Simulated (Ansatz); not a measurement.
# C2H7NSi (SMILES C=NC[SiH3]): r2SCAN/cc-pVDZ

Aim: the energy change on altering one bond length of C2H7NSi at r2SCAN/cc-pVDZ, from 2 runs. 

Program for the calculation: Ansatz 0.2.0.

52 further runs of the same task are left out: 52 set aside as unsound or not needed.

## 1. The system as given

C2H7NSi: 11 atoms, total charge 0, spin state singlet. SMILES: `C=NC[SiH3]`. The shape is that of a PBE0-D4/def2-TZVP optimisation. This is one conformer, not always the lowest.

Bond lengths: C1–N2 1.259 Å, N2–C3 1.436 Å, C3–Si4 1.892 Å, C1–H5 1.089 Å, C1–H6 1.099 Å, C3–H7 1.095 Å, C3–H8 1.102 Å, Si4–H9 1.487 Å, Si4–H10 1.484 Å, Si4–H11 1.488 Å. Some angles: C1–N2–C3 118.6°, N2–C3–Si4 109.5°, N2–C1–H5 119.2°, N2–C1–H6 123.3°, N2–C3–H7 109.0°, N2–C3–H8 113.6°, Si4–C3–H7 106.9°, Si4–C3–H8 109.5°, C3–Si4–H9 109.5°, C3–Si4–H10 110.5°.

## 2. A single-point energy at r2SCAN/cc-pVDZ

Input file molecule.yaml:

```yaml
crystal:
  periodic: [false, false, false]
  atoms:
    - {symbol: C, position_ang: [-0.639400, 1.869300, 0.363900]}
    - {symbol: "N", position_ang: [-0.998600, 0.713100, 0.018000]}
    - {symbol: C, position_ang: [-0.299000, -0.417000, 0.562600]}
    - {symbol: Si, position_ang: [0.706300, -1.257400, -0.802700]}
    - {symbol: H, position_ang: [-1.145900, 2.733500, -0.063200]}
    - {symbol: H, position_ang: [0.166900, 2.059000, 1.086600]}
    - {symbol: H, position_ang: [-1.029900, -1.151400, 0.917900]}
    - {symbol: H, position_ang: [0.365200, -0.161700, 1.404500]}
    - {symbol: H, position_ang: [1.729600, -0.311300, -1.319900]}
    - {symbol: H, position_ang: [-0.179800, -1.683000, -1.914500]}
    - {symbol: H, position_ang: [1.389900, -2.450100, -0.232400]}
basis:
  gaussian:
    orbitals: cc-pVDZ
hamiltonian:
  xc: r2scan
accuracy: high
output: {orbitals: {seedname: orbitals}}
```

Command:

```bash
ansatz run molecule.yaml --threads 1 --pin off --max-ram 2610MiB --events-out events.jsonl --progress --plain --runs-dir runs
```

The log of the run:

```text
Warning: RAYON_NUM_THREADS=1 ignored (pool sized by the plan → 1); use --threads N
Functional definition: r2SCAN
  name "r2SCAN"
  parameter k0 = 0.174
  parameter k1 = 0.065
  parameter a1 = 4.9479
  exchange = r2scan_x(k0 = k0, k1 = k1, a1 = a1)
  correlation = r2scan_c
2314 factors; integrals over basis functions are off by at most 3.8e-9 eV
mean field evaluation 1: about -11546.3157 eV, gradient 4.6e1 eV
mean field evaluation 2: about -11539.7947 eV, gradient 6.8e1 eV
mean field evaluation 4: about -11551.6922 eV, gradient 4.4e0 eV
mean field evaluation 8: about -11551.7360 eV, gradient 9.0e-2 eV
mean field evaluation 16: about -11551.7361 eV, gradient 4.4e-6 eV
mean field -11551.73605773 eV, -424.5184700737 hartree, gradient 6.9e-8 eV, S^2 0.000000; 0 other end points of the search recorded, 0 dependent functions left out
reference -11551.73605857 eV, -424.5184701046 hartree; 20, 20 occupied and 75, 75 virtual orbitals, 2314 factors
Total energy: -11551.73605857 eV, -424.5184701046 hartree
```

It took 17 s on 1 thread of Arm Neoverse V1, shared host; peak memory 0.32 GiB.

## 3. The distorted shape

Input file in.yaml:

```yaml
crystal:
  periodic: [false, false, false]
  atoms:
    - {symbol: C, position_ang: [-0.506460, 1.933152, 0.530701]}
    - {symbol: "N", position_ang: [-0.865660, 0.776952, 0.184801]}
    - {symbol: C, position_ang: [-0.166060, -0.353148, 0.729401]}
    - {symbol: Si, position_ang: [0.839240, -1.193548, -0.635899]}
    - {symbol: H, position_ang: [-1.012960, 2.797352, 0.103601]}
    - {symbol: H, position_ang: [0.299840, 2.122852, 1.253401]}
    - {symbol: H, position_ang: [-0.896960, -1.087548, 1.084701]}
    - {symbol: H, position_ang: [0.498140, -0.097848, 1.571301]}
    - {symbol: H, position_ang: [1.862540, -0.247448, -1.153099]}
    - {symbol: H, position_ang: [-0.179800, -1.683000, -1.914500]}
    - {symbol: H, position_ang: [1.522840, -2.386248, -0.065599]}
basis:
  gaussian:
    orbitals: cc-pVDZ
hamiltonian:
  xc: r2scan
accuracy: high
output:
  orbitals: {seedname: orbitals}
```

Command:

```bash
ansatz run in.yaml --threads 1 --pin off --max-ram 2610MiB --events-out events.jsonl --progress --plain --runs-dir runs
```

The log of the run (excerpt; [...] marks lines left out):

```text
Warning: RAYON_NUM_THREADS=1 ignored (pool sized by the plan → 1); use --threads N
[... 7 set-up lines as earlier in the session ...]
2311 factors; integrals over basis functions are off by at most 3.8e-9 eV
mean field evaluation 1: about -11546.0208 eV, gradient 4.6e1 eV
mean field evaluation 2: about -11539.3062 eV, gradient 6.8e1 eV
mean field evaluation 4: about -11551.3976 eV, gradient 4.5e0 eV
mean field evaluation 8: about -11551.4416 eV, gradient 8.6e-2 eV
mean field evaluation 16: about -11551.4417 eV, gradient 5.6e-6 eV
mean field -11551.44165205 eV, -424.5076508645 hartree, gradient 2.4e-8 eV, S^2 0.000000; 0 other end points of the search recorded, 0 dependent functions left out
reference -11551.44165289 eV, -424.5076508955 hartree; 20, 20 occupied and 75, 75 virtual orbitals, 2311 factors
Total energy: -11551.44165289 eV, -424.5076508955 hartree
```

It took 17 s on 1 thread of Arm Neoverse V1, shared host; peak memory 0.32 GiB.

## 4. Results

Level: r2SCAN/cc-pVDZ.

```
                                                           quantity          value
                                          first shape: total energy  -424.51847 Eh
                                           first shape: HOMO energy       -6.09 eV
                                           first shape: LUMO energy       -1.10 eV
                                         first shape: HOMO–LUMO gap        4.99 eV
                                      distorted shape: total energy  -424.50765 Eh
                                       distorted shape: HOMO energy       -6.13 eV
                                       distorted shape: LUMO energy       -1.14 eV
                                     distorted shape: HOMO–LUMO gap        4.98 eV
energy change with the Si4–H10 bond stretched from 1.484 to 1.707 Å       0.294 eV
```

With the Si4–H10 bond stretched from 1.484 to 1.707 Å the energy rises by 0.29 eV (6.8 kcal/mol). The first shape isn't relaxed at this level, so the change isn't measured from a minimum.
